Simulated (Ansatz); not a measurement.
# Ti3S2: single point with PBEsol

Ti3S2:

```xyz
5
Lattice="2.7131 1.5664 3.2376 -2.7131 1.5664 3.2376 0.0000 -3.1328 3.2376" Properties=species:S:1:pos:R:3 pbc="T T T"
Ti   -0.9107   -1.5555    3.2376
Ti    1.8024   -0.0109    3.2376
Ti   -0.8918    1.5664    3.2376
S     0.0000    0.0000    1.6302
S     0.0000    0.0000    8.0827
```

The cell comes from a database or a generator and needn't be the stable form of this composition.

```json
{
 "Program": "Ansatz 0.2.0",
 "Task": "single point",
 "Functional": "PBEsol",
 "Potentials or basis": "Ansatz PAW",
 "Cutoff": "420 eV (not typed: the program's choice for these potentials)",
 "k mesh": "6 × 6 × 6",
 "Occupations": "fermi-dirac, width 0.05 eV",
 "Spin": "no spin polarisation"
}
```

```json
{"Pressure": "-4.5 GPa", "Largest force": "0.044 eV/Å", "Band gap on the k mesh": "none (metal or under the smearing width)"}
```

Forces on the atoms (eV/Å):
```
Ti   0.022 -0.038  0.000
Ti   0.022  0.038  0.000
Ti  -0.044  0.000  0.000
S    0.000  0.000  0.031
S    0.000  0.000 -0.031
```

Stress tensor (GPa, compression positive):
```
-4.21  0.00  0.00
 0.00 -4.21  0.00
 0.00  0.00 -4.98
```

Levels at points of the mesh, in eV from the Fermi level:
| k point | band 21 | band 22 | band 23 | band 24 | band 25 | band 26 | band 27 | band 28 |
| --- | --- | --- | --- | --- | --- | --- | --- | --- |
| (0.00, 0.00, 0.00) | -2.14 | -1.41 | -0.01 | -0.01 | 0.58 | 0.58 | 1.78 | 1.78 |
| (0.00, 0.00, -0.50) | -0.92 | -0.89 | -0.67 | -0.44 | -0.15 | 0.83 | 1.29 | 1.38 |
| (0.00, -0.50, -0.50) | -1.45 | -1.03 | -0.69 | -0.21 | 0.10 | 0.67 | 1.37 | 1.54 |
| (-0.50, -0.50, -0.50) | -0.82 | -0.18 | -0.18 | -0.05 | 0.31 | 0.31 | 0.82 | 0.82 |

It took 3.2 s on 2 threads of AMD EPYC 7R13 Processor (Zen 3), with other jobs on the host, peak memory 0.39 GiB.

Caveat: the PAW data sets come from PBE, with cores solved anew for the run's functional, which leaves a small shift of forces and pressure.
